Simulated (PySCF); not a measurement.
**A gas-phase reaction: C2H6Cd + H2S → CH4CdS + CH4**

Wanted: the reaction energy for `[CH3][Cd][CH3]` + `S` → `[CH3][Cd][SH]` + `C`.

Computed with PySCF 2.14.0; each step states its level. No surroundings beyond the atoms listed, unless a continuum is named. Atoms count from 0, parts from 1.

## 1. Starting point

Each species was relaxed by itself at PBE0-D3(BJ)/def2-SVPD.

## 2. Energies of the species: wB97M-D3(BJ)/def2-TZVPD

The job: settings as JSON, then the geometry in Å.

```
{"job": {"kind": "react", "xc": "wB97M-D3(BJ)", "basis": "def2-TZVPD"}, "charge": 0, "multiplicity": 1}
-1 C2H6Cd charge 0 multiplicity 1
C      1.442750     0.799670    -1.321150
Cd    -0.000300     0.000530     0.000020
C     -1.442200    -0.800460     1.321320
H      1.157400     0.628130    -2.370110
H      2.428840     0.338120    -1.161790
H      1.553360     1.885270    -1.178100
H     -1.557650    -1.884920     1.174890
H     -1.155480    -0.632050     2.370350
H     -2.426710    -0.334280     1.164600

-1 H2S charge 0 multiplicity 1
S     -0.006700     0.615450     0.004720
H     -0.981320    -0.318650     0.004810
H      0.968370    -0.317990    -0.014200

+1 CH4CdS charge 0 multiplicity 1
C      1.334330    -0.510450    -0.205500
Cd    -0.516890     0.350870     0.310750
S     -2.580040     1.339370     0.925510
H      2.085700     0.271820    -0.382440
H      1.234700    -1.111130    -1.120500
H      1.692580    -1.163510     0.602560
H     -3.250370     0.823030    -0.130370

+1 CH4 charge 0 multiplicity 1
C     -0.002000     0.000310     0.000400
H     -0.644220     0.887210     0.066260
H     -0.446280    -0.722010    -0.695480
H      0.091540    -0.457900     0.992710
H      0.990940     0.293940    -0.361840
```

Level: wB97M-D3(BJ)/def2-TZVPD reaction energy of separated species, gas phase.

On the command line:

```console
> OMP_NUM_THREADS=1 python cluster_run.py task.json out
```

One launch serves the whole session: the jobs run in the order shown.

Output:

```text
species 1 (C2H6Cd)
coarse grid: 33400 points
cycle   1  E = -246.2279229850  dE = -1.115e+01  |g| = 3.132e+00  |ddm| = 9.554e+00
cycle   2  E = -221.1044365981  dE =  2.512e+01  |g| = 7.576e+00  |ddm| = 3.534e+02
cycle   3  E = -247.1214964543  dE = -2.602e+01  |g| = 1.541e+00  |ddm| = 3.534e+02
cycle   4  E = -247.5949752819  dE = -4.735e-01  |g| = 3.605e-01  |ddm| = 4.735e+00
cycle   5  E = -247.6188154506  dE = -2.384e-02  |g| = 1.369e-01  |ddm| = 6.118e-01
cycle   6  E = -247.6233533756  dE = -4.538e-03  |g| = 1.821e-02  |ddm| = 1.544e-01
cycle   7  E = -247.6234618061  dE = -1.084e-04  |g| = 4.579e-03  |ddm| = 4.673e-02
cycle   8  E = -247.6234724992  dE = -1.069e-05  |g| = 7.292e-04  |ddm| = 1.925e-02
cycle   9  E = -247.6234730085  dE = -5.093e-07  |g| = 1.334e-04  |ddm| = 5.074e-03
final grid: 69056 points
cycle  10  E = -247.6234351676  dE = -3.964e-08  |g| = 2.245e-04  |ddm| = 6.420e-03
cycle  11  E = -247.6234351700  dE = -2.401e-09  |g| = 2.055e-04  |ddm| = 1.005e-03
cycle  12  E = -247.6234351751  dE = -5.122e-09  |g| = 1.095e-05  |ddm| = 2.212e-04
cycle  13  E = -247.6234351752  dE = -8.043e-11  |g| = 6.873e-06  |ddm| = 1.387e-04
converged SCF energy = -247.6234351752

species 2 (H2S)
coarse grid: 11264 points
cycle   1  E = -399.4336013687  dE = -1.424e-01  |g| = 1.945e-01  |ddm| = 1.016e+00
cycle   2  E = -399.4459454132  dE = -1.234e-02  |g| = 1.106e-01  |ddm| = 2.399e-01
cycle   3  E = -399.4491447251  dE = -3.199e-03  |g| = 1.578e-02  |ddm| = 9.278e-02
cycle   4  E = -399.4492190665  dE = -7.434e-05  |g| = 4.851e-03  |ddm| = 1.790e-02
cycle   5  E = -399.4492313035  dE = -1.224e-05  |g| = 9.336e-04  |ddm| = 7.536e-03
cycle   6  E = -399.4492320347  dE = -7.312e-07  |g| = 1.776e-04  |ddm| = 2.124e-03
final grid: 22496 points
cycle   7  E = -399.4492196930  dE = -2.326e-08  |g| = 1.134e-04  |ddm| = 6.090e-04
cycle   8  E = -399.4492196960  dE = -2.974e-09  |g| = 6.804e-05  |ddm| = 1.499e-04
cycle   9  E = -399.4492196968  dE = -7.677e-10  |g| = 8.735e-06  |ddm| = 5.991e-05
converged SCF energy = -399.4492196968

species 3 (CH4CdS)
coarse grid: 29592 points
cycle   1  E = -605.1580635565  dE = -1.108e+01  |g| = 3.139e+00  |ddm| = 8.150e+00
cycle   2  E = -576.1742059290  dE =  2.898e+01  |g| = 7.823e+00  |ddm| = 1.244e+02
cycle   3  E = -605.9633898621  dE = -2.979e+01  |g| = 1.611e+00  |ddm| = 1.244e+02
cycle   4  E = -606.5233109024  dE = -5.599e-01  |g| = 5.511e-01  |ddm| = 4.005e+00
cycle   5  E = -606.5821283184  dE = -5.882e-02  |g| = 1.600e-01  |ddm| = 7.733e-01
cycle   6  E = -606.5873111416  dE = -5.183e-03  |g| = 3.405e-02  |ddm| = 2.053e-01
cycle   7  E = -606.5876271370  dE = -3.160e-04  |g| = 1.353e-02  |ddm| = 4.631e-02
cycle   8  E = -606.5876886152  dE = -6.148e-05  |g| = 3.860e-03  |ddm| = 2.098e-02
cycle   9  E = -606.5876975554  dE = -8.940e-06  |g| = 9.987e-04  |ddm| = 1.053e-02
final grid: 58848 points
cycle  10  E = -606.5876750656  dE = -4.963e-07  |g| = 8.034e-04  |ddm| = 4.154e-03
cycle  11  E = -606.5876751501  dE = -8.448e-08  |g| = 7.224e-04  |ddm| = 1.325e-03
cycle  12  E = -606.5876752277  dE = -7.763e-08  |g| = 8.286e-05  |ddm| = 6.152e-04
cycle  13  E = -606.5876752343  dE = -6.652e-09  |g| = 4.543e-05  |ddm| = 2.441e-04
cycle  14  E = -606.5876752355  dE = -1.131e-09  |g| = 4.712e-06  |ddm| = 1.157e-04
cycle  15  E = -606.5876752355  dE = -2.206e-11  |g| = 1.926e-06  |ddm| = 1.346e-05
converged SCF energy = -606.5876752355

species 4 (CH4)
coarse grid: 15072 points
cycle   1  E = -40.5278862836  dE = -1.934e-01  |g| = 1.334e-01  |ddm| = 1.251e+00
cycle   2  E = -40.5302992286  dE = -2.413e-03  |g| = 8.952e-02  |ddm| = 1.943e-01
cycle   3  E = -40.5321643469  dE = -1.865e-03  |g| = 5.683e-03  |ddm| = 4.933e-02
cycle   4  E = -40.5321740736  dE = -9.727e-06  |g| = 3.955e-04  |ddm| = 1.281e-02
final grid: 32696 points
cycle   5  E = -40.5321637676  dE = -9.829e-08  |g| = 9.647e-05  |ddm| = 2.389e-03
cycle   6  E = -40.5321637741  dE = -6.485e-09  |g| = 3.190e-05  |ddm| = 6.607e-04
cycle   7  E = -40.5321637747  dE = -5.589e-10  |g| = 1.660e-05  |ddm| = 2.048e-04
converged SCF energy = -40.5321637747

Reaction energy = -29.472 kcal/mol
```

It took 23 s on 1 thread of Arm Neoverse V1, shared host; peak memory 0.63 GiB.

Species by species (with the dispersion term, which the log's SCF energies lack):

```tsv
ν	species	energy (Eh)	HOMO (eV)
-1	[CH3][Cd][CH3]	-247.63054	-9.10
-1	S	-399.45056	-9.89
+1	[CH3][Cd][SH]	-606.59352	-9.18
+1	C	-40.53455	-13.46
```

## 3. Energies of the species: PBE0-D3(BJ)/def2-TZVPD

The job, as its differences from that of step 2:

```diff
@@ -1,2 +1,2 @@
-{"job": {"kind": "react", "xc": "wB97M-D3(BJ)", "basis": "def2-TZVPD"}, "charge": 0, "multiplicity": 1}
+{"job": {"kind": "react", "xc": "PBE0", "basis": "def2-TZVPD", "disp": "d3bj"}, "charge": 0, "multiplicity": 1}
 -1 C2H6Cd charge 0 multiplicity 1
```

Level: PBE0-D3(BJ)/def2-TZVPD reaction energy of separated species, gas phase.

Output:

```text
species 1 (C2H6Cd)
coarse grid: 33400 points
cycle   1  E = -245.7558208975  dE = -1.077e+01  |g| = 3.441e+00  |ddm| = 1.103e+01
cycle   2  E = -216.3562857095  dE =  2.940e+01  |g| = 7.533e+00  |ddm| = 2.924e+02
cycle   3  E = -246.5053000079  dE = -3.015e+01  |g| = 2.122e+00  |ddm| = 2.922e+02
cycle   4  E = -247.2717138881  dE = -7.664e-01  |g| = 1.026e+00  |ddm| = 7.265e+00
cycle   5  E = -247.4603257582  dE = -1.886e-01  |g| = 3.494e-01  |ddm| = 1.147e+00
cycle   6  E = -247.4878829599  dE = -2.756e-02  |g| = 6.380e-02  |ddm| = 3.165e-01
cycle   7  E = -247.4887916687  dE = -9.087e-04  |g| = 1.041e-02  |ddm| = 9.932e-02
cycle   8  E = -247.4888112772  dE = -1.961e-05  |g| = 3.744e-04  |ddm| = 1.610e-02
cycle   9  E = -247.4888113188  dE = -4.158e-08  |g| = 9.885e-05  |ddm| = 1.479e-03
final grid: 69056 points
cycle  10  E = -247.4888268660  dE = -1.202e-08  |g| = 1.240e-04  |ddm| = 5.017e-03
cycle  11  E = -247.4888268641  dE =  1.900e-09  |g| = 1.617e-04  |ddm| = 3.916e-04
cycle  12  E = -247.4888268685  dE = -4.352e-09  |g| = 1.190e-05  |ddm| = 1.530e-04
cycle  13  E = -247.4888268685  dE = -3.212e-11  |g| = 2.942e-06  |ddm| = 1.498e-05
converged SCF energy = -247.4888268685

species 2 (H2S)
coarse grid: 2864 points
cycle   1  E = -399.2518634811  dE = -9.250e-02  |g| = 1.630e-01  |ddm| = 1.023e+00
cycle   2  E = -399.2538577512  dE = -1.994e-03  |g| = 1.600e-01  |ddm| = 2.978e-01
cycle   3  E = -399.2614719244  dE = -7.614e-03  |g| = 1.497e-02  |ddm| = 1.477e-01
cycle   4  E = -399.2614865363  dE = -1.461e-05  |g| = 1.103e-03  |ddm| = 5.881e-03
cycle   5  E = -399.2614869166  dE = -3.804e-07  |g| = 6.136e-04  |ddm| = 1.717e-03
final grid: 22496 points
cycle   6  E = -399.2625175555  dE = -7.084e-06  |g| = 4.896e-03  |ddm| = 1.692e-02
cycle   7  E = -399.2625181881  dE = -6.326e-07  |g| = 3.960e-03  |ddm| = 6.698e-03
cycle   8  E = -399.2625211204  dE = -2.932e-06  |g| = 2.911e-04  |ddm| = 3.504e-03
cycle   9  E = -399.2625211482  dE = -2.777e-08  |g| = 3.582e-05  |ddm| = 2.357e-04
cycle  10  E = -399.2625211486  dE = -3.616e-10  |g| = 6.382e-06  |ddm| = 2.919e-05
converged SCF energy = -399.2625211486

species 3 (CH4CdS)
coarse grid: 29592 points
cycle   1  E = -604.3693250812  dE = -1.045e+01  |g| = 3.551e+00  |ddm| = 9.345e+00
cycle   2  E = -569.1757240863  dE =  3.519e+01  |g| = 7.335e+00  |ddm| = 7.141e+01
cycle   3  E = -602.3802880663  dE = -3.320e+01  |g| = 3.644e+00  |ddm| = 7.154e+01
cycle   4  E = -604.9867629791  dE = -2.606e+00  |g| = 2.437e+00  |ddm| = 2.758e+00
cycle   5  E = -605.8891043086  dE = -9.023e-01  |g| = 1.418e+00  |ddm| = 5.045e+00
cycle   6  E = -606.2503685392  dE = -3.613e-01  |g| = 6.234e-01  |ddm| = 1.334e+00
cycle   7  E = -606.3188936824  dE = -6.853e-02  |g| = 1.581e-01  |ddm| = 8.288e-01
cycle   8  E = -606.3248540470  dE = -5.960e-03  |g| = 5.275e-02  |ddm| = 1.944e-01
cycle   9  E = -606.3253966058  dE = -5.426e-04  |g| = 1.096e-02  |ddm| = 5.433e-02
cycle  10  E = -606.3254346772  dE = -3.807e-05  |g| = 2.767e-03  |ddm| = 1.336e-02
cycle  11  E = -606.3254361850  dE = -1.508e-06  |g| = 6.655e-04  |ddm| = 3.029e-03
final grid: 58848 points
cycle  12  E = -606.3254634975  dE =  2.988e-08  |g| = 8.195e-04  |ddm| = 4.345e-03
cycle  13  E = -606.3254633522  dE =  1.452e-07  |g| = 1.125e-03  |ddm| = 1.835e-03
cycle  14  E = -606.3254636489  dE = -2.967e-07  |g| = 8.233e-05  |ddm| = 1.090e-03
cycle  15  E = -606.3254636500  dE = -1.132e-09  |g| = 1.166e-05  |ddm| = 7.812e-05
cycle  16  E = -606.3254636501  dE = -3.172e-11  |g| = 3.552e-06  |ddm| = 1.417e-05
converged SCF energy = -606.3254636501

species 4 (CH4)
coarse grid: 3568 points
cycle   1  E = -40.4582686334  dE = -2.007e-01  |g| = 2.715e-01  |ddm| = 1.409e+00
cycle   2  E = -40.4546255820  dE =  3.643e-03  |g| = 2.993e-01  |ddm| = 3.087e-01
cycle   3  E = -40.4774361860  dE = -2.281e-02  |g| = 2.106e-03  |ddm| = 1.507e-01
cycle   4  E = -40.4774370065  dE = -8.205e-07  |g| = 2.127e-04  |ddm| = 2.670e-03
final grid: 32696 points
cycle   5  E = -40.4741145784  dE = -1.458e-05  |g| = 4.497e-03  |ddm| = 6.234e-02
cycle   6  E = -40.4741135497  dE =  1.029e-06  |g| = 4.909e-03  |ddm| = 6.329e-03
cycle   7  E = -40.4741194055  dE = -5.856e-06  |g| = 3.740e-05  |ddm| = 2.488e-03
cycle   8  E = -40.4741194059  dE = -4.152e-10  |g| = 7.022e-06  |ddm| = 9.618e-05
converged SCF energy = -40.4741194059

Reaction energy = -30.310 kcal/mol
```

It took 12 s on 1 thread of Arm Neoverse V1, shared host; peak memory 0.6 GiB.

Reaction energy at this level: -30.31 kcal/mol.

## 4. Energies of the species: MP2/def2-TZVPD

The job, as its differences from that of step 3:

```diff
@@ -1,2 +1,2 @@
-{"job": {"kind": "react", "xc": "PBE0", "basis": "def2-TZVPD", "disp": "d3bj"}, "charge": 0, "multiplicity": 1}
+{"job": {"kind": "react", "xc": "MP2", "basis": "def2-TZVPD"}, "charge": 0, "multiplicity": 1}
 -1 C2H6Cd charge 0 multiplicity 1
```

With the program's defaults for keys left out, this is: MP2/def2-TZVPD reaction energy of separated species, gas phase.

Output:

```text
species 1 (C2H6Cd)
final grid: 69056 points
cycle   1  E = -245.1066682088  dE = -1.190e+01  |g| = 2.604e+00  |ddm| = 8.707e+00
cycle   2  E = -245.3766976316  dE = -2.700e-01  |g| = 2.339e+00  |ddm| = 6.725e+00
cycle   3  E = -246.0816218621  dE = -7.049e-01  |g| = 1.345e-01  |ddm| = 3.723e+00
cycle   4  E = -246.0874917188  dE = -5.870e-03  |g| = 3.224e-02  |ddm| = 5.261e-01
cycle   5  E = -246.0881017551  dE = -6.100e-04  |g| = 1.066e-02  |ddm| = 1.201e-01
cycle   6  E = -246.0881912754  dE = -8.952e-05  |g| = 3.537e-03  |ddm| = 4.287e-02
cycle   7  E = -246.0881984559  dE = -7.180e-06  |g| = 7.035e-04  |ddm| = 9.682e-03
cycle   8  E = -246.0881988249  dE = -3.690e-07  |g| = 9.081e-05  |ddm| = 4.102e-03
cycle   9  E = -246.0881988312  dE = -6.345e-09  |g| = 1.539e-05  |ddm| = 5.671e-04
cycle  10  E = -246.0881988314  dE = -1.467e-10  |g| = 2.852e-06  |ddm| = 8.243e-05
converged SCF energy = -246.0881988314

species 2 (H2S)
final grid: 22496 points
cycle   1  E = -398.6881061519  dE = -1.695e-01  |g| = 2.014e-01  |ddm| = 9.977e-01
cycle   2  E = -398.7050962463  dE = -1.699e-02  |g| = 7.023e-02  |ddm| = 1.849e-01
cycle   3  E = -398.7068537993  dE = -1.758e-03  |g| = 2.154e-02  |ddm| = 5.634e-02
cycle   4  E = -398.7071966021  dE = -3.428e-04  |g| = 6.311e-03  |ddm| = 2.471e-02
cycle   5  E = -398.7072260157  dE = -2.941e-05  |g| = 1.395e-03  |ddm| = 9.170e-03
cycle   6  E = -398.7072274973  dE = -1.482e-06  |g| = 3.129e-04  |ddm| = 2.398e-03
cycle   7  E = -398.7072275830  dE = -8.569e-08  |g| = 5.003e-05  |ddm| = 6.832e-04
cycle   8  E = -398.7072275853  dE = -2.254e-09  |g| = 1.186e-05  |ddm| = 9.128e-05
cycle   9  E = -398.7072275854  dE = -1.237e-10  |g| = 1.950e-06  |ddm| = 2.073e-05
converged SCF energy = -398.7072275854

species 3 (CH4CdS)
final grid: 58848 points
cycle   1  E = -603.6501298348  dE = -1.189e+01  |g| = 2.592e+00  |ddm| = 7.555e+00
cycle   2  E = -603.9211889049  dE = -2.711e-01  |g| = 2.323e+00  |ddm| = 5.371e+00
cycle   3  E = -604.6312366045  dE = -7.100e-01  |g| = 1.293e-01  |ddm| = 2.560e+00
cycle   4  E = -604.6372588910  dE = -6.022e-03  |g| = 3.362e-02  |ddm| = 4.215e-01
cycle   5  E = -604.6379444821  dE = -6.856e-04  |g| = 1.182e-02  |ddm| = 1.031e-01
cycle   6  E = -604.6380675771  dE = -1.231e-04  |g| = 3.289e-03  |ddm| = 4.637e-02
cycle   7  E = -604.6380748105  dE = -7.233e-06  |g| = 1.023e-03  |ddm| = 8.428e-03
cycle   8  E = -604.6380755014  dE = -6.909e-07  |g| = 2.549e-04  |ddm| = 3.177e-03
cycle   9  E = -604.6380755508  dE = -4.939e-08  |g| = 8.544e-05  |ddm| = 7.016e-04
cycle  10  E = -604.6380755553  dE = -4.462e-09  |g| = 2.899e-05  |ddm| = 1.676e-04
cycle  11  E = -604.6380755561  dE = -7.866e-10  |g| = 6.960e-06  |ddm| = 8.281e-05
converged SCF energy = -604.6380755561

species 4 (CH4)
final grid: 32696 points
cycle   1  E = -40.2047134056  dE = -1.974e-01  |g| = 1.529e-01  |ddm| = 1.221e+00
cycle   2  E = -40.2121420167  dE = -7.429e-03  |g| = 3.682e-02  |ddm| = 2.041e-01
cycle   3  E = -40.2127049748  dE = -5.630e-04  |g| = 6.405e-03  |ddm| = 3.827e-02
cycle   4  E = -40.2127180748  dE = -1.310e-05  |g| = 1.642e-03  |ddm| = 1.100e-02
cycle   5  E = -40.2127196006  dE = -1.526e-06  |g| = 2.165e-04  |ddm| = 6.917e-03
cycle   6  E = -40.2127196338  dE = -3.320e-08  |g| = 2.839e-05  |ddm| = 1.798e-03
cycle   7  E = -40.2127196343  dE = -4.275e-10  |g| = 1.324e-06  |ddm| = 7.250e-05
converged SCF energy = -40.2127196343

Reaction energy = -28.675 kcal/mol
```

It took 5.3 s on 1 thread of Arm Neoverse V1, shared host; peak memory 0.41 GiB.

Reaction energy at this level: -28.67 kcal/mol.

## 5. Comparing the runs

Energies in kcal/mol, with wall time:

```tsv
run	reaction	time
wB97M-D3(BJ)/def2-TZVPD	-29.47	23 s
PBE0-D3(BJ)/def2-TZVPD	-30.31	12 s
MP2/def2-TZVPD	-28.67	5.3 s
```

## 6. Summary of results

| quantity | value |
| --- | --- |
| reaction energy (wB97M-D3(BJ)/def2-TZVPD) | -29.47 kcal/mol |
| ΔH, ΔG at 298 K (xTB thermal terms) | -26.3, -25.1 kcal/mol |
| range of the reaction energy over the runs of this table | -30.31 to -28.67 kcal/mol |

The reaction is exothermic by 26.3 kcal/mol in the gas phase; dispersion gives +0.14, and xTB itself gave -40.17 for the electronic energy (xTB energies and thermal terms come from the earlier relaxation of each species, not shown). No barrier was sought. xTB and this level differ widely in the electronic energy, so what comes from xTB (the thermal terms above all) is less safe here. The reaction energy runs from -30.31 (PBE0-D3(BJ)/def2-TZVPD) to -28.67 kcal/mol (MP2/def2-TZVPD).
